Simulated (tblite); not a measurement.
# C5H11FGeO2: the cost of one run

Programs: tblite 0.8.0 and PySCF 2.14.0, with density-fitted response routines of our own. Each step states its level of theory. These are calculated values for one molecule in the gas phase, unless marked as measured. Atoms are numbered from 0 throughout.

## Step 1: The molecule as given

20 atoms, charge 0, multiplicity 1; geometry from: force field or distance geometry start.

Bonds of the start (Å): C0–O1 1.43, O1–Ge2 1.76, Ge2–C3 1.93, C3–C4 1.51, C3–C5 1.52, C5–O6 1.21, C3–C7 1.48, C7–F8 1.39, C0–H9 1.10, C0–H10 1.09, C0–H11 1.12, Ge2–H12 1.55, Ge2–H13 1.56, C4–H14 1.09, C4–H15 1.11, C4–H16 1.13, C5–H17 1.10, C7–H18 1.12, C7–H19 1.12.

## Step 2: Geometry optimisation with GFN2-xTB

What the job is given:

```
{"job": {"kind": "relax", "xc": "GFN2-xTB", "basis": "xTB"}, "charge": 0, "multiplicity": 1}
C      3.205600    -0.723300    -0.305900
O      1.885000    -0.712800    -0.856500
Ge     0.843800    -0.209600     0.473900
C     -1.033200    -0.057300     0.035900
C     -1.456300     1.358100     0.346000
C     -1.764500    -0.939300     1.028100
O     -2.509300    -1.788300     0.585400
C     -1.382300    -0.361700    -1.366900
F     -1.049800    -1.646800    -1.774700
H      3.593400     0.302200    -0.320200
H      3.886600    -1.353800    -0.878100
H      3.195200    -1.093700     0.750900
H      1.003000    -1.212500     1.644700
H      1.337700     1.189100     0.960600
H     -0.791000     1.892100     1.030400
H     -2.507700     1.292400     0.702800
H     -1.413800     1.893500    -0.651700
H     -1.600300    -0.794900     2.105500
H     -2.493800    -0.256900    -1.467300
H     -0.953400     0.414800    -2.045900
```

Launch:

```bash
$ OMP_NUM_THREADS=1 python probes_run.py task.json out
```

This one command runs all jobs of the session in turn.

**Question.** How long does this first job take on 1 thread of Arm Neoverse V1, shared host?

About 1.9 s.
